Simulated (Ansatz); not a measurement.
# ClH6SbSi2: up Jacob's ladder to CCSD(T)

An exercise on one series of results from a longer session: the logs are not shown, and one member is left open.

Computed with Ansatz 0.2.0, Gaussian basis. Level: functionals in def2-TZVPP, the program's frozen cores in correlated methods.

Plan: LDA (SPW92), PBE-D4, revPBE-D4, BLYP-D4, r2SCAN-D4, B97M-V, PBE0-D4, B3LYP-D4, r2SCANh-D4, r2SCAN0-D4, HSE06-D4, BHLYP-D4, CAM-B3LYP-D4, LC-ωPBE, ωB97X-V, ωB97M-V, B2PLYP, PBE-QIDH; CCSD(T)/def2-SVP; CCSD(T)/def2-TZVPP; MP2/def2-QZVPP; extrapolation to the limit; RPA on PBE.

### The relaxed structure

The geometry comes from an earlier relaxation with PBE0-D4 in a triple-zeta def2 set; it is a stationary point, not always the lowest conformer. Sb takes the def2 core potential; no spin-orbit term is included.

SMILES `[SiH3][Sb]([SiH3])[Cl]`, 10 atoms, charge 0, spin multiplicity 1.

Atoms are counted from 1 here; the program's logs count them from 0.

Bond lengths: Si1–Sb2 2.579 Å, Si1–H5 1.485 Å, Si1–H6 1.484 Å, Si1–H7 1.489 Å, Sb2–Si3 2.579 Å, Sb2–Cl4 2.379 Å, Si3–H8 1.484 Å, Si3–H9 1.485 Å, Si3–H10 1.489 Å. Angles: Sb2–Si1–H5 109.0°, Sb2–Si1–H6 110.6°, Sb2–Si1–H7 108.1°, H5–Si1–H6 110.0°, H5–Si1–H7 109.2°, H6–Si1–H7 109.9°, Si1–Sb2–Si3 89.8°, Si1–Sb2–Cl4 92.9°, Si3–Sb2–Cl4 92.9°, Sb2–Si3–H8 110.7°, Sb2–Si3–H9 109.0°, Sb2–Si3–H10 108.1°, H8–Si3–H9 110.0°, H8–Si3–H10 109.9°, H9–Si3–H10 109.2°.

The first run:

Input file in.yaml:

```yaml
crystal:
  periodic: [false, false, false]
  atoms:
    - {symbol: Si, position_ang: [-1.235313, 1.220562, -0.587844]}
    - {symbol: Sb, position_ang: [0.494221, -0.443862, -1.531222]}
    - {symbol: Si, position_ang: [1.467979, -0.756595, 0.836375]}
    - {symbol: Cl, position_ang: [-0.981596, -2.295765, -1.300151]}
    - {symbol: H, position_ang: [-2.301991, 1.434604, -1.598602]}
    - {symbol: H, position_ang: [-1.825505, 0.703917, 0.672354]}
    - {symbol: H, position_ang: [-0.540636, 2.511627, -0.329142]}
    - {symbol: H, position_ang: [0.379562, -0.906740, 1.834472]}
    - {symbol: H, position_ang: [2.336936, -1.960776, 0.846621]}
    - {symbol: H, position_ang: [2.289441, 0.442028, 1.160139]}
basis:
  gaussian: {orbitals: def2-TZVPP}
hamiltonian: {xc: lda}
output: {orbitals: {seedname: orbitals}}
```

Steps of the session up to this table: LDA; PBE-D4 (GGA); revPBE-D4 (GGA); BLYP-D4 (GGA); r2SCAN-D4 (meta-GGA); B97M-V (meta-GGA); PBE0-D4 (hybrid); B3LYP-D4 (hybrid); r2SCANh-D4 (hybrid); r2SCAN0-D4 (hybrid); HSE06-D4 (hybrid); BHLYP-D4 (hybrid); CAM-B3LYP-D4 (range-separated); LC-ωPBE-D4 (range-separated; the results give it without D4); ωB97X-V (range-separated); ωB97M-V (range-separated); B2PLYP (double hybrid); PBE-QIDH (double hybrid).

One of the session's tables, all rows but one given; the rest of the session is left out.

It belongs to the step «Frontier levels by functional». 

```
  functional  HOMO (eV)  LUMO (eV)  gap (eV)
 LDA (SPW92)      -6.31      -2.94      3.37
      PBE-D4      -6.18      -2.73      3.45
   revPBE-D4          ?          ?         ?
     BLYP-D4      -6.02      -2.59      3.43
   r2SCAN-D4      -6.41      -2.59      3.82
      B97M-V      -6.47      -2.60      3.87
     PBE0-D4      -7.17      -1.95      5.22
    B3LYP-D4      -6.97      -2.13      4.84
  r2SCANh-D4      -6.78      -2.31      4.47
  r2SCAN0-D4      -7.32      -1.88      5.44
    HSE06-D4      -6.78      -2.32      4.46
    BHLYP-D4      -8.01      -1.06      6.96
CAM-B3LYP-D4      -8.32      -0.91      7.42
     LC-ωPBE      -9.54       0.17      9.71
     ωB97X-V      -9.25       0.06      9.31
     ωB97M-V      -9.11      -0.10      9.02
```

**Question.** Estimate the row for revPBE-D4.

**Answer.** HOMO (eV): -6.13; LUMO (eV): -2.64; gap (eV): 3.49. In the column «HOMO (eV)» it lies between PBE-D4 (-6.18) and BLYP-D4 (-6.02).
